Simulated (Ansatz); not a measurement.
# EuH3S3 (Eu(SH)3): the cost of one run

Program: Ansatz 0.2.0. Level of theory: DFT PBE, plane waves, PAW, molecule in a box with 9 Å of vacuum. These are calculated values, not measurements.

7 further runs of the same task are left out: 2 for a known fault of the program, 3 that didn't finish, 2 set aside as unsound or not needed.

### 1 The starting structure

7 atoms, charge 0, spin multiplicity 1.

Bond lengths: Eu1–S2 2.632 Å, Eu1–S4 2.632 Å, Eu1–S6 2.632 Å, S2–H3 1.360 Å, S4–H5 1.360 Å, S6–H7 1.360 Å. Angles: S2–Eu1–S4 120.0°, S2–Eu1–S6 120.0°, S4–Eu1–S6 120.0°, Eu1–S2–H3 95.4°, Eu1–S4–H5 95.4°, Eu1–S6–H7 95.4°.

Geometry (Å):

```xyz
7
charge 0, multiplicity 1
Eu    0.0000    0.0000    0.9233
S     2.5997    0.4072    0.9797
H     2.9350   -0.9112    0.9842
S    -1.6525    2.0477    0.9797
H    -0.6784    2.9974    0.9842
S    -0.9472   -2.4550    0.9797
H    -2.2566   -2.0862    0.9842
```

Formal oxidation states: Eu +3. Each metal's 6 4f electrons lie in its core potential, so multiplicities, spins and levels count the valence alone. In the runs below they are in the valence, and the state is a septet. An earlier session relaxed this geometry at TPSS, Eu lcecp-1-SVP with ECP52, S def2-SVP, H def2-SVP (singlet, point group C3).

### 2 Scalar-relativistic

Input file input.yaml:

```yaml
crystal:
  lattice:
    - [14.19, 0.0, 0.0]
    - [0.0, 14.45, 0.0]
    - [0.0, 0.0, 9.06]
  atoms:
    - { symbol: Eu, position: [0.47615363, 0.48131349, 0.49668874], spin: 6.0 }
    - { symbol: S, position: [0.65935659, 0.50949619, 0.50291611] }
    - { symbol: H, position: [0.68298872, 0.41825398, 0.50340839] }
    - { symbol: S, position: [0.35969838, 0.62302561, 0.50291611] }
    - { symbol: H, position: [0.42834813, 0.68874464, 0.50340728] }
    - { symbol: S, position: [0.40940662, 0.31141869, 0.50291611] }
    - { symbol: H, position: [0.31712474, 0.33694187, 0.50340728] }
basis:
  ecutwfc: 420
  ecutrho_ratio: 4
kpoints:
  mp_grid: { grid: [1, 1, 1] }
hamiltonian:
  xc: pbe
scf:
  occupations: { method: gaussian, width: 0.01 }
output:
  forces: true
  eigenvalues: true
  populations: true
  hubbard: { sites: [{ species: Eu, l: f }] }
magnetization:
  spin_polarized: true
```

On the command line:

```
> ansatz run input.yaml --threads 2 --pin off --max-ram 5120MiB --backend cpu --events-out ev --progress --plain --runs-dir out
```

**Question.** How long does this run take on 2 threads of Arm Neoverse V1, shared host, and how much memory does it need?

About 61 s, with a peak of 1.3 GiB.
